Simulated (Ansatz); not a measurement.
# ClF4H3SiTa: the cost of one run

Program: Ansatz 0.2.0. Level of theory: UKS PBE/def2-SVP. These are calculated values, not measurements.

### 1 The starting structure

Bond lengths: Ta1–Cl2 2.720 Å, Ta1–F3 1.930 Å, Ta1–F4 1.930 Å, Ta1–F5 1.930 Å, Ta1–F6 1.930 Å, Cl2–Si7 2.430 Å, Si7–H8 1.460 Å, Si7–H9 1.460 Å, Si7–H10 1.460 Å. Angles (14 of 17 angles, heavy atoms first): Ta1–Cl2–Si7 180.0°, Cl2–Ta1–F3 90.0°, Cl2–Ta1–F4 90.0°, Cl2–Ta1–F5 120.0°, Cl2–Ta1–F6 120.0°, F3–Ta1–F4 180.0°, F3–Ta1–F5 90.0°, F3–Ta1–F6 90.0°, F4–Ta1–F5 90.0°, F4–Ta1–F6 90.0°, F5–Ta1–F6 120.0°, Cl2–Si7–H8 109.5°, Cl2–Si7–H9 109.5°, Cl2–Si7–H10 109.5°.

As a file:

```xyz
10

Ta    0.0000    0.0000    0.0000
Cl    2.7200    0.0000    0.0000
F     0.0000    0.0000    1.9300
F     0.0000    0.0000   -1.9300
F    -0.9650    1.6714    0.0000
F    -0.9650   -1.6714    0.0000
Si    5.1500    0.0000    0.0000
H     5.6374   -1.3229    0.3795
H     5.6374    0.3328   -1.3354
H     5.6374    0.9901    0.9559
```

### 2 A restrained relaxation towards end A

Springs on the bonds that form and break draw the guess towards this end; the thresholds are loose.

The input, input.yaml:

```yaml
crystal:
  periodic: [false, false, false]
  atoms:
    - { symbol: Ta, position_ang: [0.0, 0.0, 0.0] }
    - { symbol: Cl, position_ang: [2.72, 0.0, 0.0] }
    - { symbol: F, position_ang: [0.0, 0.0, 1.93] }
    - { symbol: F, position_ang: [0.0, 0.0, -1.93] }
    - { symbol: F, position_ang: [-0.965, 1.6714, 0.0] }
    - { symbol: F, position_ang: [-0.965, -1.6714, 0.0] }
    - { symbol: Si, position_ang: [5.15, 0.0, 0.0] }
    - { symbol: H, position_ang: [5.6374, -1.3229, 0.3795] }
    - { symbol: H, position_ang: [5.6374, 0.3328, -1.3354] }
    - { symbol: H, position_ang: [5.6374, 0.9901, 0.9559] }
magnetization:
  spin_polarized: true
  initial_magnetization: 1
basis:
  gaussian: { orbitals: def2-SVP }
hamiltonian:
  xc: pbe
relax:
  f_tol: 0.15
  max_steps: 25
  restrain:
    - { distance: [1, 6], at: 3.33, k: 30.0 }
    - { distance: [0, 1], at: 2.47, k: 30.0 }
output:
  orbitals: {}
```

The run is started by

```sh
> ansatz run input.yaml --threads 4 --pin off --max-ram 5120MiB --backend cpu --events-out ev --progress --plain --runs-dir out
```

What time and memory should one allow on 4 threads of Arm Neoverse V2, shared host?

About 26 s, with a peak of 0.27 GiB.
